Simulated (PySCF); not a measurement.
# A diatomic session: CaI+

The task here is to estimate one member of a computed series from the others.

Method: Ca x2c-SVPall, I x2c-SVPall, spin-free X2C with a Gaussian nucleus; program: PySCF 2.14.0.

The first run:

The job is set up so:

```json
{"atoms": "Ca, I", "charge": "1", "basis": "Ca x2c-SVPall, I x2c-SVPall", "Hamiltonian": "spin-free X2C with a Gaussian nucleus", "basis functions": "60", "electrons treated": "72", "masses in u": "39.9626, 126.9045", "levels": "PBE0, PBE, r²SCAN, B2PLYP, B97-3, M06-2X, ωB97X, HF, MP2, SCS-MP2, CCSD, CCSD(T)", "grid": "80 radial by 434 angular points", "occupations": "held fixed by the projection of orbital angular momentum", "dissociation limit": "Ca+ + I, each in its ground configuration", "starting distance in angstrom": "3.000", "values of 2S to try": "0, 2"}
```

Run with:

```console
$ OMP_NUM_THREADS=1 python dia.py task.json out
```

Among the steps run: The job; The PBE0 curve of the state that the search chose; Other states along the same grid; PBE (GGA); r²SCAN (meta-GGA); B2PLYP; B97-3 (global hybrid GGA); M06-2X; ωB97X (range-separated hybrid); RHF (mean field); MP2 and coupled cluster.

One of the session's tables, all rows but one given; the rest of the session is left out.

Energy (eV) from each level's lowest point:

```
R (Å)    RHF  RHF-MP2  RHF-SCS-MP2  RHF-CCSD  RHF-CCSD(T)
2.312  1.554    1.457        1.487       n/a          n/a
2.419  0.782    0.718        0.739     0.742        0.739
2.527  0.320    0.282        0.296     0.298        0.297
2.607  0.124    0.102        0.110     0.112        0.112
2.688  0.024    0.015        0.019     0.020        0.020
2.769  0.000    0.000        0.000     0.000        0.000
2.876  0.055    0.063        0.059     0.057        0.056
3.011      ?        ?            ?         ?            ?
3.172  0.514    0.525        0.511     0.502        0.496
3.387  0.982    0.983        0.961       n/a          n/a
```

**Question.** Estimate the row for R (Å) = 3.011.

Worked estimate for «RHF». A straight line through the neighbours (2.876, 0.055) and (3.172, 0.514) gives 0.055 + (0.514 − 0.055) × (3.011 − 2.876) / (3.172 − 2.876) = 0.264; a parabola fitted to 4 rows on both sides gives 0.235.

The run gave: RHF: 0.222; RHF-MP2: 0.236; RHF-SCS-MP2: 0.226; RHF-CCSD: 0.222; RHF-CCSD(T): 0.219. In «RHF» the line misses by +0.042 and the parabola by +0.013.
